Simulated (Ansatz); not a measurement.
CsLiCr2Te2S3:

```
CELL_PARAMETERS angstrom
7.28959 -2.10433 0.01772
7.28959 2.10433 0.01772
-2.53315 0.00000 7.28100
ATOMIC_POSITIONS crystal
Cs 0.50000 0.50000 0.00000
Li 0.00000 0.00000 0.50000
Cr 0.32870 0.32870 0.43300
Cr 0.67130 0.67130 0.56700
Te 0.80672 0.80672 0.17427
Te 0.19328 0.19328 0.82573
S 0.16358 0.16358 0.39713
S 0.83642 0.83642 0.60287
S 0.50000 0.50000 0.50000
```

The cell was built by a generator and needn't be a form met in nature.

- Program: Ansatz 0.2.0
- Task: relaxation of cell and atoms
- Functional: PBE
- Dispersion: D3(BJ)
- Potentials or basis: Ansatz PAW
- Cutoff: 420 eV (not typed: the program's choice for these potentials)
- k mesh: 5 × 5 × 3
- Occupations: fermi-dirac, width 0.05 eV
- Spin: collinear spin, ferromagnetic start
- Starting moments: [0.0, 0.0, 3.0, 3.0, 0.0, 0.0, 0.0, 0.0, 0.0] μB

At the start: volume 24.84 Å³/atom.

**Question.** Where does the relaxation end?

**Answer.** It ends after 8 steps and the volume is 23.16 Å³/atom (-6.8 %); space group C2/m (No. 12, to 0.05 Å); moment 5.50 μB per cell.

Step by step:
```tsv
step	energy change (eV)	largest force (eV/Å)	volume (Å³)
1	0.0000	0.0723	223.57
2	-0.0655	0.0919	214.86
3	-0.0793	0.0782	210.67
4	-0.0839	0.0410	209.33
5	-0.0865	0.0791	208.80
6	-0.0884	0.0309	208.46
7	-0.0887	0.0126	208.41
8	-0.0871	0.0126	208.41
```

Final structure:
```yaml
crystal:
  lattice:
    - [7.22070, -2.05513, 0.02384]
    - [7.22070, 2.05513, 0.02384]
    - [-2.50245, 0.00000, 7.01402]
  atoms:
    - { symbol: Cs, position: [0.50000, 0.50000, 0.00000] }
    - { symbol: Li, position: [0.00000, 0.00000, 0.50000] }
    - { symbol: Cr, position: [0.32811, 0.32811, 0.43444] }
    - { symbol: Cr, position: [0.67189, 0.67189, 0.56556] }
    - { symbol: Te, position: [0.81308, 0.81308, 0.16578] }
    - { symbol: Te, position: [0.18692, 0.18692, 0.83422] }
    - { symbol: S, position: [0.16092, 0.16092, 0.37998] }
    - { symbol: S, position: [0.83908, 0.83908, 0.62002] }
    - { symbol: S, position: [0.50000, 0.50000, 0.50000] }
```

Caveat: the plane-wave basis is chosen anew once the cell has moved, so the energies of steps on either side of that aren't comparable; only a ferromagnetic start was run, and an antiferromagnetic order may lie lower in energy; pairwise dispersion overbinds metals, which lowers pressure and volume.
